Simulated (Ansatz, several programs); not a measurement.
In4BiSb3 as one 8-atom ordering (Amm2) on the zincblende lattice, relaxed with PBE in Ansatz (plane waves, PAW): it is orthorhombic, Amm2 (No. 38); a = 4.735 Å, b = 9.468 Å, c = 13.358 Å in the conventional setting, 37.43 Å³ an atom. Around Sb lie 4 In at 2.88–2.89 Å; around Sb lie 4 In at 2.87–2.89 Å; around Bi lie 4 In at 2.93–2.94 Å; around In lie 4 Sb at 2.89 Å; around In lie 3 Sb at 2.88 Å and 1 Bi at 2.94 Å; around In lie 2 Sb at 2.87 Å and 2 Bi at 2.93 Å. The cell was then scaled with its shape and fractional coordinates held, which makes it stiffer than a relaxed compression. All values are calculated for a non-magnetic cell, which may be hypothetical.

```
V (Å³/atom)  E (meV/atom)
     35.181         17.26
     36.303          4.22
     37.426          0.00
     39.672         12.50
```

**Question.** Pass a cubic E = c₀ + c₁u + c₂u² + c₃u³, with u = V − 37.145 Å³, through these points.

**Answer.** c₀ = 0.30, c₁ = -1.934, c₂ = 3.089, c₃ = -0.1638 (meV and Å³).

**Question.** Where is the minimum, and what bulk modulus follows?

**Answer.** dE/du = 0 at u = +0.321, so V₀ = 37.47 Å³. B = V₀ d²E/dV² = 37.47 × (2c₂ + 6c₃u) = 37.47 × 5.863 = 220 meV/Å³, and 1 meV/Å³ is 0.16022 GPa: 35 GPa. A third-order Birch-Murnaghan fit to all five points gives 37.47 Å³ and 35 GPa.

**Question.** Predict the energy and the pressure at the withheld volume, 38.549 Å³.

**Answer.** With u = +1.404: E ≈ 3.22 meV and P = −dE/dV ≈ -0.92 GPa. The run gives 3.16 meV and, from its stress, -0.92 GPa.
